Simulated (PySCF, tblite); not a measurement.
# C2H6B3N3, a small molecule taken as a stand-in for a surface group (BN ring, B site): NMR shifts, core binding energies and electronic excitations, part 2 of 2

tblite 0.8.0 and PySCF 2.14.0. Atoms count from 0, parts from 1. Earlier steps stand in the parts before.

## Step 5: X-ray photoelectron lines: SCAN, X2C

What the job is given:

```
{"job": {"kind": "xps", "holes": 5}, "charge": 0, "multiplicity": 1}
N      1.132135    -0.368674    -0.230690
B      1.504105     0.942124    -0.652414
N      0.493866     1.949286    -0.638548
B     -0.845838     1.688828    -0.223244
N     -1.159918     0.359619     0.187791
B     -0.192333    -0.691369     0.195885
C     -0.564377    -2.118045     0.648174
C     -0.859547    -3.242998     1.005918
H      1.830231    -1.100695    -0.230665
H      2.633328     1.187874    -1.007569
H      0.737228     2.885570    -0.933104
H     -1.684403     2.559725    -0.218490
H     -2.102378     0.148303     0.487631
H     -1.122084    -4.236547     1.322331
```

Level: delta-SCF UKS SCAN, pcX-2 on the ionised atom, pcseg-1 elsewhere, spin-free X2C.

The program printed:

```text
ground state, core basis on atom 1 (B), 173 functions
  cycle   1  E = -318.63819114  |g| = 6.92e-01
  cycle   2  E = -318.47960213  |g| = 1.05e+00
  cycle   3  E = -318.73221430  |g| = 2.72e-01
  cycle   4  E = -318.75197114  |g| = 9.23e-02
  cycle   5  E = -318.75404821  |g| = 2.77e-02
  cycle   6  E = -318.75425201  |g| = 3.82e-03
  cycle   7  E = -318.75425513  |g| = 1.87e-03
  cycle   8  E = -318.75425547  |g| = 9.16e-04
  cycle   9  E = -318.75425656  |g| = 3.64e-04
  E(ground) = -318.77532287 Eh
hole in B 1s of atom 1
  cycle   1  E = -311.14524518  |g| = 1.17e+00
  cycle   2  E = -308.90342730  |g| = 1.95e+00
  cycle   3  E = -311.19325442  |g| = 7.30e-01
  cycle   4  E = -311.51225655  |g| = 3.02e-01
  cycle   5  E = -311.52052847  |g| = 2.66e-01
  cycle   6  E = -311.54948046  |g| = 1.29e-01
  cycle   7  E = -311.55845447  |g| = 2.06e-02
  cycle   8  E = -311.55862335  |g| = 1.77e-02
  cycle   9  E = -311.55880352  |g| = 8.83e-03
  cycle  10  E = -311.55888298  |g| = 4.22e-03
  cycle  11  E = -311.55891255  |g| = 2.22e-03
  cycle  12  E = -311.55892128  |g| = 9.57e-04
  cycle  13  E = -311.55892032  |g| = 5.20e-04
  cycle  14  E = -311.55892107  |g| = 3.90e-04
  E(ion) = -311.58030225 Eh   <S^2> = 0.8078   hole on atom = 1.000   binding energy = 195.786 eV
ground state, core basis on atom 2 (N), 173 functions
  cycle   1  E = -318.77127167  |g| = 7.17e-02
  cycle   2  E = -318.77126704  |g| = 8.53e-03
  cycle   3  E = -318.77115349  |g| = 2.20e-02
  cycle   4  E = -318.77128271  |g| = 3.00e-03
  cycle   5  E = -318.77128678  |g| = 5.14e-04
  cycle   6  E = -318.77128684  |g| = 1.81e-04
  E(ground) = -318.78977983 Eh
hole in N 1s of atom 2
  cycle   1  E = -303.19308193  |g| = 1.87e+00
  cycle   2  E = -299.66192397  |g| = 2.72e+00
  cycle   3  E = -303.33869749  |g| = 9.06e-01
  cycle   4  E = -303.87158092  |g| = 2.34e-01
  cycle   5  E = -303.85702721  |g| = 2.88e-01
  cycle   6  E = -303.89341146  |g| = 1.34e-01
  cycle   7  E = -303.90318059  |g| = 1.24e-02
  cycle   8  E = -303.90324297  |g| = 4.43e-03
  cycle   9  E = -303.90324976  |g| = 2.42e-03
  cycle  10  E = -303.90325242  |g| = 1.18e-03
  cycle  11  E = -303.90325350  |g| = 3.07e-04
  E(ion) = -303.91934177 Eh   <S^2> = 0.7637   hole on atom = 1.000   binding energy = 404.645 eV
ground state, core basis on atom 4 (N), 173 functions
  cycle   1  E = -318.77136173  |g| = 7.19e-02
  cycle   2  E = -318.77134530  |g| = 1.36e-02
  cycle   3  E = -318.77122559  |g| = 2.55e-02
  cycle   4  E = -318.77137603  |g| = 6.92e-03
  cycle   5  E = -318.77138811  |g| = 9.25e-04
  cycle   6  E = -318.77138947  |g| = 1.67e-04
  E(ground) = -318.78980449 Eh
hole in N 1s of atom 4
  cycle   1  E = -303.19123533  |g| = 1.87e+00
  cycle   2  E = -302.36322460  |g| = 2.14e+00
  cycle   3  E = -303.72777949  |g| = 5.94e-01
  cycle   4  E = -303.68357350  |g| = 6.13e-01
  cycle   5  E = -303.89267971  |g| = 1.46e-01
  cycle   6  E = -303.90255711  |g| = 5.82e-02
  cycle   7  E = -303.90407775  |g| = 1.49e-02
  cycle   8  E = -303.90419612  |g| = 4.68e-03
  cycle   9  E = -303.90420962  |g| = 1.17e-03
  cycle  10  E = -303.90421051  |g| = 8.16e-04
  cycle  11  E = -303.90421095  |g| = 3.75e-04
  E(ion) = -303.92036903 Eh   <S^2> = 0.7639   hole on atom = 1.000   binding energy = 404.618 eV
ground state, core basis on atom 5 (B), 173 functions
  cycle   1  E = -318.75460765  |g| = 5.18e-02
  cycle   2  E = -318.75424108  |g| = 4.61e-02
  cycle   3  E = -318.75428312  |g| = 4.38e-02
  cycle   4  E = -318.75476826  |g| = 1.31e-02
  cycle   5  E = -318.75481277  |g| = 1.29e-03
  cycle   6  E = -318.75481382  |g| = 3.87e-04
  E(ground) = -318.77603368 Eh
hole in B 1s of atom 5
  cycle   1  E = -311.12863393  |g| = 1.19e+00
  cycle   2  E = -309.55829609  |g| = 2.01e+00
  cycle   3  E = -311.29705628  |g| = 6.77e-01
  cycle   4  E = -311.45427001  |g| = 4.02e-01
  cycle   5  E = -311.51708257  |g| = 2.13e-01
  cycle   6  E = -311.54081388  |g| = 6.44e-02
  cycle   7  E = -311.54297998  |g| = 1.33e-02
  cycle   8  E = -311.54313807  |g| = 6.57e-03
  cycle   9  E = -311.54319987  |g| = 4.28e-03
  cycle  10  E = -311.54323035  |g| = 3.38e-03
  cycle  11  E = -311.54325159  |g| = 2.00e-03
  cycle  12  E = -311.54326444  |g| = 1.48e-03
  cycle  13  E = -311.54326907  |g| = 1.21e-03
  cycle  14  E = -311.54327533  |g| = 1.04e-03
  cycle  15  E = -311.54327963  |g| = 6.62e-04
  cycle  16  E = -311.54328120  |g| = 6.37e-04
  cycle  17  E = -311.54328113  |g| = 2.74e-04
  E(ion) = -311.56518046 Eh   <S^2> = 0.8051   hole on atom = 1.000   binding energy = 196.217 eV
ground state, core basis on atom 6 (C), 173 functions
  cycle   1  E = -318.76271432  |g| = 5.77e-02
  cycle   2  E = -318.76228054  |g| = 4.39e-02
  cycle   3  E = -318.76172722  |g| = 6.29e-02
  cycle   4  E = -318.76278213  |g| = 4.89e-03
  cycle   5  E = -318.76278807  |g| = 6.98e-04
  cycle   6  E = -318.76278846  |g| = 2.06e-04
  E(ground) = -318.78375376 Eh
hole in C 1s of atom 6
  cycle   1  E = -307.52922765  |g| = 1.51e+00
  cycle   2  E = -301.95677911  |g| = 2.82e+00
  cycle   3  E = -307.16471135  |g| = 1.17e+00
  cycle   4  E = -307.96100069  |g| = 5.45e-01
  cycle   5  E = -308.04515011  |g| = 3.33e-01
  cycle   6  E = -308.09241340  |g| = 1.01e-01
  cycle   7  E = -308.09790168  |g| = 4.57e-02
  cycle   8  E = -308.09902024  |g| = 1.46e-02
  cycle   9  E = -308.09944866  |g| = 1.03e-02
  cycle  10  E = -308.09967538  |g| = 6.93e-03
  cycle  11  E = -308.09980281  |g| = 3.71e-03
  cycle  12  E = -308.09983097  |g| = 1.72e-03
  cycle  13  E = -308.09983545  |g| = 8.63e-04
  cycle  14  E = -308.09983598  |g| = 4.84e-04
  E(ion) = -308.11939353 Eh   <S^2> = 0.8685   hole on atom = 1.000   binding energy = 290.192 eV
```

Run time: 81 s. Hardware: 1 thread of Arm Neoverse N1, shared host; peak memory 0.67 GiB.

The holes in one table. −ε is the ground-state orbital energy:

```csv
hole,stands for,environment,ΔSCF (eV),−ε (eV),⟨S²⟩
B1s on B1,"B1, B3","boron bonded to 2 N, H",195.79,180.1,0.808
N1s on N2,N2,"nitrogen bonded to 2 B, H",404.65,385.7,0.764
N1s on N4,"N0, N4","nitrogen bonded to 2 B, H",404.62,385.8,0.764
B1s on B5,B5,"boron bonded to C, 2 N",196.22,180.6,0.805
C1s on C6,C6,"carbon bonded to C, B",290.19 (doubtful),273.3,0.868
```

Each hole run stands for the others of its class of like atoms.

Doubtful: the ion did not converge, its hole moved, or its ⟨S²⟩ is well above 0.75.

## Step 6: TDDFT and polarisability: CAM-B3LYP/def2-SVPD

The job, as its differences from that of step 5:

```diff
@@ -1,2 +1,2 @@
-{"job": {"kind": "xps", "holes": 5}, "charge": 0, "multiplicity": 1}
+{"job": {"kind": "uv", "xc": "CAM-B3LYP", "basis": "def2-SVPD", "nstates": 6, "ntriplets": 2, "ip": true}, "charge": 0, "multiplicity": 1}
 N      1.132135    -0.368674    -0.230690
```

Level: TDDFT CAM-B3LYP/def2-SVPD, vertical, gas phase, core orbitals frozen in the response.

The program printed:

```text
coarse grid: 12336 points
cycle   1  E = -318.3247115262  dE =  1.251e+00  |g| = 5.697e-01  |ddm| = 1.362e+01
cycle   2  E = -318.3310165140  dE = -6.305e-03  |g| = 5.916e-01  |ddm| = 2.302e+00
cycle   3  E = -318.4050780778  dE = -7.406e-02  |g| = 8.312e-02  |ddm| = 1.357e+00
cycle   4  E = -318.4060779549  dE = -9.999e-04  |g| = 5.881e-02  |ddm| = 2.874e-01
cycle   5  E = -318.4069012206  dE = -8.233e-04  |g| = 1.449e-02  |ddm| = 1.254e-01
cycle   6  E = -318.4069525544  dE = -5.133e-05  |g| = 1.494e-03  |ddm| = 3.853e-02
cycle   7  E = -318.4069532569  dE = -7.025e-07  |g| = 3.044e-04  |ddm| = 1.069e-02
final grid: 121248 points
cycle   8  E = -318.4570941422  dE = -3.304e-05  |g| = 5.806e-03  |ddm| = 2.832e-01
cycle   9  E = -318.4570929472  dE =  1.195e-06  |g| = 6.522e-03  |ddm| = 3.480e-02
cycle  10  E = -318.4571014529  dE = -8.506e-06  |g| = 3.499e-04  |ddm| = 1.082e-02
cycle  11  E = -318.4571014805  dE = -2.759e-08  |g| = 2.001e-04  |ddm| = 2.518e-03
cycle  12  E = -318.4571014892  dE = -8.727e-09  |g| = 1.097e-04  |ddm| = 6.370e-04
cycle  13  E = -318.4571014923  dE = -3.037e-09  |g| = 1.313e-05  |ddm| = 2.098e-04
cycle  14  E = -318.4571014923  dE = -8.686e-11  |g| = 2.991e-06  |ddm| = 6.044e-05
converged SCF energy = -318.4571014923

Static polarisability (au): isotropic 83.094, principal 53.889 81.142 114.252

Singlet excitations
state   eV       nm        f      main configurations
  1   5.5881    221.9   0.00000   H-1->L 0.91
  2   6.0884    203.6   0.12030   H->L 0.61, H-1->L+5 0.20, H-3->L 0.10
  3   6.6183    187.3   0.00994   H-2->L 0.64, H->L+2 0.23, H-3->L+2 0.09
  4   6.6395    186.7   0.00000   H->L+5 0.57, H-3->L+5 0.22, H->L+4 0.10
  5   7.3164    169.5   0.00781   H->L+1 0.86
  6   7.4723    165.9   0.24831   H-3->L 0.53, H->L 0.29, H-1->L+5 0.09

Triplet excitations (Tamm-Dancoff, eV): 4.7132 5.1603
Vertical ionisation energy (delta-SCF) = 9.9014 eV
```

Wall time 4.1 min (1 thread of Arm Neoverse N1, shared host); peak memory 1.1 GiB.

The orbitals next to the gap, with their largest atomic shares:

```csv
orbital,eV,atoms
HOMO−3,-10.17,"N2 29 %, C6 21 %, C7 18 %"
HOMO−2,-9.68,"N0 35 %, N4 35 %, B1 8 %"
HOMO−1,-9.51,"C7 43 %, C6 41 %, B5 5 %"
HOMO,-9.15,"C7 24 %, C6 23 %, N2 20 %"
LUMO,0.41,"C7 22 %, C6 21 %, B5 21 %"
LUMO+1,0.89,"B5 24 %, B1 21 %, B3 21 %"
LUMO+2,1.27,"B3 27 %, B1 27 %, N2 13 %"
```

With each of the 6 states as a Gaussian band of 0.4 eV half-width at 1/e, the curve within the window shown has maxima at 204 nm (ε 4,900), 167 nm (ε 10,000) L/(mol cm). Beyond the last state computed it falls off for lack of states. The curve at chosen wavelengths:

```json
{"nm": "160", "ε (L/mol/cm)": "5815"}
{"nm": "164", "ε (L/mol/cm)": "9528"}
{"nm": "167", "ε (L/mol/cm)": "10300"}
{"nm": "171", "ε (L/mol/cm)": "8144"}
{"nm": "174", "ε (L/mol/cm)": "5490"}
{"nm": "178", "ε (L/mol/cm)": "2634"}
{"nm": "181", "ε (L/mol/cm)": "1499"}
{"nm": "185", "ε (L/mol/cm)": "1107"}
{"nm": "188", "ε (L/mol/cm)": "1394"}
{"nm": "192", "ε (L/mol/cm)": "2303"}
{"nm": "196", "ε (L/mol/cm)": "3520"}
{"nm": "199", "ε (L/mol/cm)": "4345"}
{"nm": "203", "ε (L/mol/cm)": "4923"}
{"nm": "206", "ε (L/mol/cm)": "4825"}
{"nm": "210", "ε (L/mol/cm)": "4077"}
{"nm": "213", "ε (L/mol/cm)": "3259"}
{"nm": "217", "ε (L/mol/cm)": "2148"}
{"nm": "221", "ε (L/mol/cm)": "1254"}
{"nm": "224", "ε (L/mol/cm)": "780"}
{"nm": "228", "ε (L/mol/cm)": "380"}
{"nm": "231", "ε (L/mol/cm)": "209"}
{"nm": "235", "ε (L/mol/cm)": "88"}
{"nm": "238", "ε (L/mol/cm)": "44"}
{"nm": "242", "ε (L/mol/cm)": "16"}
{"nm": "245", "ε (L/mol/cm)": "8"}
{"nm": "249", "ε (L/mol/cm)": "3"}
```

Ground-state properties from the same run:

```csv
property,computed
dipole moment (D),0.23
polarisability (Å³),12.31
HOMO–LUMO gap (eV),9.56
−ε(HOMO) (eV),9.15
```

## Step 7: What came out

This closing draws on all 2 parts.

| quantity | value |
| --- | --- |
| point group | C2v |
| rotational constants (main isotopes) | 5.28, 1.40, 1.11 GHz |
| 13C shifts against TMS (PBE0/pcSseg-1) | 97.6, 90.8 ppm |
| 1H shifts against TMS (PBE0/pcSseg-1, means over atoms taken as alike) | 5.67, 5.64, 4.75, 2.46 ppm |
| 15N shifts against NH3 (PBE0/pcSseg-1, means over atoms taken as alike) | 146.0, 144.9 ppm |
| 11B shifts against BF3·OEt2 (PBE0/pcSseg-1, means over atoms taken as alike) | 27.6, 21.2 ppm |
| surface potential, 1st and 99th percentile | -0.80 V and 1.63 V |
| B1s binding energies, SCAN/pcX-2 | B5 196.22, B1 195.79 eV |
| N1s binding energies, SCAN/pcX-2 | N2 404.65, N4 404.62 eV |
| lowest singlet (CAM-B3LYP/def2-SVPD) | 5.59 eV (222 nm), f = 0.000 |
| brightest single state of those computed | state 6, 7.47 eV, f = 0.248 |
| lowest triplet | 4.71 eV |
| vertical ionisation energy (ΔSCF) | 9.90 eV |

In words: Relaxing lowered the energy by 0.192 eV in 4 steps; the close pair that moved most is N2–B3, from 1.368 to 1.427 Å (PBE0/def2-SVP). At PBE0/pcSseg-1: The widest tensor belongs to C6: span 307 ppm, with a paramagnetic part of -164 ppm. At PBE0/pcSseg-1, counted by nearest atom on the grid, the HOMO lies on C6, C7 about 24 % each; N2 20 %, the LUMO on B5 28 %; C7 22 %. B5 (boron bonded to C, 2 N) binds its B1s electron 0.43 eV more tightly than B1 (boron bonded to 2 N, H). The N1s levels computed lie within 0.03 eV of one another, too close to rank. The lowest singlet, at 5.59 eV, is HOMO−1→LUMO 0.91 and is dark; of the 6 states computed, the strongest absorption comes from state 6 at 7.47 eV (the last computed, so partners may be missing). The lowest triplet lies 0.87 eV below the lowest singlet (triplets in Tamm-Dancoff, singlets in full TDDFT). The orbital energy would give 9.15 eV for ionisation, ΔSCF gives 9.90 eV. A capped cluster stands for the solid here, so long-range fields and strain are missing, and bands or shifts of the capping hydrogens have no counterpart in it.
